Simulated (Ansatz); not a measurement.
Working through vertical and adiabatic energies of changing the electron count of FHISn, SMILES [F][SnH][I]

Computed with the Python package of Ansatz (0.2.0).

The cells in order, each with its output:

```python
import ansatz as az
import numpy as np

BASIS_SET = "def2-SVP"
FUNCTIONAL = "PBE0"
DISPERSION = "d4"
NET_CHARGE = 1

geometry_ang = [
    ("F", (-1.7844, 0.0079, 0.5877)),
    ("Sn", (-0.2408, -0.1289, -0.5188)),
    ("I", (1.6713, -1.4129, 0.8937)),
    ("H", (0.4094, 1.4736, -0.983)),
]
geometry = az.Crystal.molecule()
for symbol, xyz in geometry_ang:
    geometry = geometry.atom(symbol, xyz)

base = geometry.calculation()
base = base.basis(gaussian=BASIS_SET)
base = base.functional(FUNCTIONAL, dispersion=DISPERSION).spin("collinear", total=1)
base = base.accuracy("medium")
base = base.scf(lower_state_search="light")
symbols = [site.symbol for site in geometry.cartesian_sites]
start = np.array([site.position_ang for site in geometry.cartesian_sites], dtype=float)
data = base.relax(force_tolerance=0.01).run().report
end = np.array(data["positions_ang"])
```

```python
minimum = az.Crystal.molecule()
for symbol, place in zip(symbols, end):
    minimum = minimum.atom(symbol, place.tolist())
ion = (
    minimum.calculation()
    .basis(gaussian=BASIS_SET)
    .functional(FUNCTIONAL, dispersion=DISPERSION)
    .accuracy("medium")
    .scf(lower_state_search="light")
    .charge(NET_CHARGE)
)
vertical = ion.run().report
settled = ion.relax(force_tolerance=0.01, max_steps=80).run().report
print(f"vertical ionisation energy   {vertical['free_energy_ev'] - data['free_energy_ev']:.3f} eV")
print(f"adiabatic, no zero point     {settled['free_energy_ev'] - data['free_energy_ev']:.3f} eV")
print(f"relaxation energy of the ion {vertical['free_energy_ev'] - settled['free_energy_ev']:.3f} eV")
ionised = np.array(settled["positions_ang"])
print("final positions (A) and the move of each atom")
for symbol, xyz, old in zip(symbols, ionised, end):
    print(f"{symbol:2s} {xyz[0]:10.5f} {xyz[1]:10.5f} {xyz[2]:10.5f}   {np.linalg.norm(xyz - old):7.4f}")
```

    vertical ionisation energy   9.088 eV
    adiabatic, no zero point     8.175 eV
    relaxation energy of the ion 0.912 eV
    final positions (A) and the move of each atom
    F    -1.77774   -0.04620    0.46179    0.1743
    Sn    0.01583    0.14456   -0.13072    0.5999
    I     1.61806   -1.60748    0.84593    0.2045
    H     0.19934    1.44883   -1.19740    0.3022

Reading the output:
- The settings weren't tested for convergence.
- The energies are electronic: no zero-point or thermal terms, and the basis set is short of its limit. The product may relax into another structure. The relaxation finds the nearest minimum, so the adiabatic value is an upper bound.
- def2 sets replace the cores of elements past krypton by effective core potentials.
- The species is open-shell (spin multiplicity 2).
- Only the spin states typed were run; another state of an ion can lie lower, by up to an eV or two.
- Finished in 51 s on 1 thread of Arm Neoverse V2 (shared host), peak memory 0.29 GiB.
